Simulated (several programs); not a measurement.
## What each method gives for Al3SbP2 (ordering on zincblende)

Al3SbP2 as one 6-atom ordering (I-4m2) on the zincblende lattice, relaxed with r2SCAN in Ansatz, was computed with several methods. It is tetragonal, I-4m2 (No. 119); conventional cell a = 4.035 Å, c = 17.113 Å, 23.22 Å³ an atom. P has 4 Al at 2.41 Å; Al has 4 P at 2.41 Å; Al has 2 P at 2.41 Å and 2 Sb at 2.60 Å; Sb has 4 Al at 2.60 Å. No spin polarisation and no zero-point or thermal motion; the cell was built from a prototype and may be hypothetical.

```xyz
6
Lattice="-2.0176 2.0176 8.5564 2.0176 -2.0176 8.5564 2.0176 2.0176 -8.5564" Properties=species:S:1:pos:R:3 pbc="T T T"
P     0.0000    0.0000    2.9661
Al    0.0000    2.0176    4.2782
P     0.0000    0.0000   14.1467
Al    2.0176    0.0000    6.9092
Sb    0.0000    0.0000    8.5564
Al    2.0176    0.0000    1.6471
```

Gaps and times are for a single point on this cell; volume and bulk modulus come from each method's own relaxation or energy curve at fixed shape, which is too stiff where a cell has free coordinates or axes. Times are rough, from shared hosts (Arm Neoverse V2; Intel Xeon Platinum 8259CL CPU @ 2.50GHz), and each method has its own mesh and cell size. A dagger marks a closed or tiny gap in a crystal that DFT finds insulating: a failure of the method or a wrong SCF state. A double dagger marks a value from a curve with shape and coordinates held. GFN1-xTB (tblite) treats a cluster of cells at its zone centre, which samples few k points: where these miss a band edge, the gap comes out too large for that reason alone. Gaps from k meshes are read at a limited set of points (mesh, symmetry points, PBE's band edges), so each method's own least gap may be somewhat smaller. xTB and the PM methods were fitted mostly to molecules, and can miss a solid's gap by electronvolts. Minimal bases can be far off for gaps. Times of the plane-wave rungs are withheld (a dash), since they come from other jobs, hosts and meshes; the meshes of hybrids and Hartree-Fock don't converge their gaps to the digits shown. d marks a direct gap, i an indirect one (no mark: not told apart), a dash a value that wasn't computed or didn't pass its checks.

```csv
method,kind,gap (eV),own volume (Å³/atom),bulk modulus (GPa),atoms computed,processor time
"light PBE (260 eV, its own mesh)",light plane-wave,1.03 i,–,–,6,5.6 s
GFN1-xTB (DFTB+),tight binding,overlap 0.01,–,–,6,43 s
PBE,semilocal,1.05 i,23.64,69‡,6,–
GFN1-xTB (tblite),tight binding,0.00†,–,–,cluster,97 s
r2SCAN,semilocal,1.33 i,23.22,77‡,6,–
PBE/SZV (CP2K),small basis,2.06 d,24.56‡,70‡,6,2.3 min
PBE+SOC,semilocal,0.89 i,–,–,6,–
PBE/DZVP (CP2K),small basis,1.05 i,–,–,6,4.3 min
HSE06,hybrid,1.63 i,–,–,6,–
PBE0,hybrid,2.28 i,–,–,6,–
```

Against HSE06 (1.63 eV) and with closed or daggered gaps left aside, the nearest gap at the points sampled is that of r2SCAN (-0.30 eV) and the farthest that of PBE+SOC (-0.73 eV). HSE06 is only a yardstick of convenience, and nearness to it can be luck.

Volumes against r2SCAN's: PBE +1.8 %.

Runs without a result: GFN2-xTB (tblite) (single point, out of time), GLLB-SC (GPAW) (single point, out of time), PM7 (MOPAC) (single point, out of time).

Only the rows marked +SOC include spin-orbit coupling.
